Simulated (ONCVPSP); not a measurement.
# Pseudopotential generation for neodymium: ONCV, PBE

Task: generate the file, and judge it by its errors in other configurations, its logarithmic derivatives, its ghosts and its cutoff.

The numbers are computed with ONCVPSP 4.0.1 (PBE, scalar-relativistic, spin-unpolarised reference atom).

## Step 1: The atom and the settings

Typed settings, in words:

- element: neodymium (Nd, Z = 60)
- type: optimised norm-conserving Vanderbilt (ONCV)
- frozen core: [Kr] 4d10
- valence charge: 14
- reference configuration: 4f4 5s2 5p6 6s2
- partial waves: 5s+6s: rc 2.25 bohr, ncon 3, nbas 7, qcut 4.3 1/bohr, 2 projectors; 5p: rc 2.80 bohr, ncon 3, nbas 7, qcut 5.1 1/bohr, 3 projectors, debl 2.4 Ha; d scattering state at 0.09 Ha: rc 2.10 bohr, ncon 4, nbas 8, qcut 4.6 1/bohr, 1 projector; 4f: rc 1.30 bohr, ncon 3, nbas 7, qcut 11.8 1/bohr, 2 projectors, debl 2 Ha
- local potential: polynomial inside 0.95 bohr (lpopt 5, dvloc0 -1 Ha)
- core correction: Teter function, fcfact 4, rcfact 1.3

The outer shells as boxes (Hund's rule for the drawing; the calculation is spin-unpolarised):

```
[Kr] core
4d [↑↓][↑↓][↑↓][↑↓][↑↓]
4f [↑ ][↑ ][↑ ][↑ ][  ][  ][  ]
5s [↑↓]
5p [↑↓][↑↓][↑↓]
6s [↑↓]
```

## Step 2: The generation run

File Nd.dat:

```
# ATOM AND REFERENCE CONFIGURATION
# atsym  z   nc   nv     iexc    psfile
  Nd 60.00    9    4        4      upf
#
#   n    l    f
    1    0    2.00
    2    0    2.00
    2    1    6.00
    3    0    2.00
    3    1    6.00
    3    2   10.00
    4    0    2.00
    4    1    6.00
    4    2   10.00
    4    3    4.00
    5    0    2.00
    5    1    6.00
    6    0    2.00
#
# PSEUDOPOTENTIAL AND OPTIMIZATION
# lmax
    3
#
#   l,   rc,      ep,       ncon, nbas, qcut
    0    2.25    0.00    3    7    4.30
    1    2.80    0.00    3    7    5.10
    2    2.10    0.09    4    8    4.60
    3    1.30    0.00    3    7   11.80
#
# LOCAL POTENTIAL
# lloc, lpopt,  rc(5),   dvloc0
    4    5    0.95   -1.00
#
# VANDERBILT-KLEINMAN-BYLANDER PROJECTORs
# l, nproj, debl
    0    2    0.60
    1    3    2.40
    2    1    3.40
    3    2    2.00
#
# MODEL CORE CHARGE
# icmod, fcfact, rcfact
    3    4.00    1.30
#
# LOG DERIVATIVE ANALYSIS
# epsh1, epsh2, depsh
   -3.00    5.00    0.02
#
# OUTPUT GRID
# rlmax, drl
    6.00    0.01
#
# TEST CONFIGURATIONS
# ncnf
    4
# nvcnf
#   n    l    f
    4
    4    3    4.00
    5    0    2.00
    5    1    6.00
    6    0    1.00
#
    4
    4    3    4.00
    5    0    2.00
    5    1    6.00
    6    0    0.00
#
    4
    4    3    3.00
    5    0    2.00
    5    1    6.00
    6    0    0.00
#
    4
    4    3    3.00
    5    0    2.00
    5    1    6.00
    6    0    2.00
#
```

On the command line:

```
$ oncvpsp.x < Nd.dat > Nd.out
```

**Question.** What will these runs give? Wanted: cutoffs for 1 and 0.1 mHa per electron, occupied waves; bound ghosts; GHOST(+) flags; largest phase difference near zero energy, channels read; rms error of d²Exc/dn², without and with the model core; projector energies reset by the program.

**Answer**, as computed:

| quantity | value |
| --- | --- |
| cutoffs for 1 and 0.1 mHa per electron, occupied waves | 62 Ha and 89 Ha |
| bound ghosts | s at -230.51 eV |
| GHOST(+) flags | p at 53 eV, d at 27 eV |
| largest phase difference near zero energy, channels read | 0.014 rad |
| rms error of d²Exc/dn², without and with the model core | 8.95 and 4.44 mHa |
| projector energies reset by the program | d: 0.050 Ha |

What this shows: A bound ghost (s) makes it unfit for use: electrons can fall into a state that the atom doesn't have. The potential is hard: the looser tolerance needs 62 Ha. At the looser tolerance the 4f wave is the slowest; 5s needs 7 Ha. Near zero energy the phases of the channels with partial waves agree within 0.014 rad. The pseudo curves have a pole with no partner nearby in the atom's: d at 0.94 Ha. At positive energy that is a spurious or a displaced resonance. The program also flags highly localised states, GHOST(+) (p, d). These are tests on the free atom; a crystal test is still owed.
